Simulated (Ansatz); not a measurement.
**MoO (nonet): the correlation ladder, def2-QZVPP**

The task here is to estimate one member of a computed series from the others.

Program: Ansatz 0.2.0, Gaussian basis. Level of theory: def2-QZVPP, core rule «outside noble gas», up to 5 orbitals frozen. These are calculated values, not measurements.

Plan: UHF; ROHF; CCSD(T) on UHF.

### The geometry

The geometry is a PBE0/def2-TZVP stationary point (not a proven minimum) of the parent state, kept for this charge and spin. No spin-orbit coupling is included. Elements past krypton take def2 core potentials.

2 atoms, charge 0, spin multiplicity 9.

Atoms are counted from 1 here; the program's logs count them from 0.

Bond lengths: Mo1–O2 1.990 Å.

Set-up of the first run:

in.yaml

```yaml
crystal:
  periodic: [false, false, false]
  atoms:
    - {symbol: Mo, position_ang: [0.000000, 0.000000, 0.000000]}
    - {symbol: O, position_ang: [0.000000, 0.000000, 1.989800]}
basis:
  gaussian: {orbitals: "def2-QZVPP.json"}
magnetization: {spin_polarized: true, initial_magnetization: 8}
hamiltonian: {xc: hf}
output: {orbitals: {seedname: orbitals}}
```

Launch:

```sh
$ ansatz run in.yaml --threads 1 --pin off --events-out ev --progress --plain --max-ram 3968MiB --backend cpu
```

Among the steps run: UHF; ROHF; CCSD(T) on UHF.

One table of the session follows, with a row left open; its other results are not shown here.

It belongs to the step «Misses and costs». 

```
  method  from UCCSD(T) (kJ/mol)
    ROHF                  +752.9
     UHF                  +729.5
    UMP2                       ?
   UCCSD                   +19.6
UCCSD(T)                       0
```

Q: Estimate the row for UMP2 from the others.

**Answer.** from UCCSD(T) (kJ/mol): +78.1. In the column «from UCCSD(T) (kJ/mol)» it lies between UCCSD (+19.6) and UHF (+729.5).
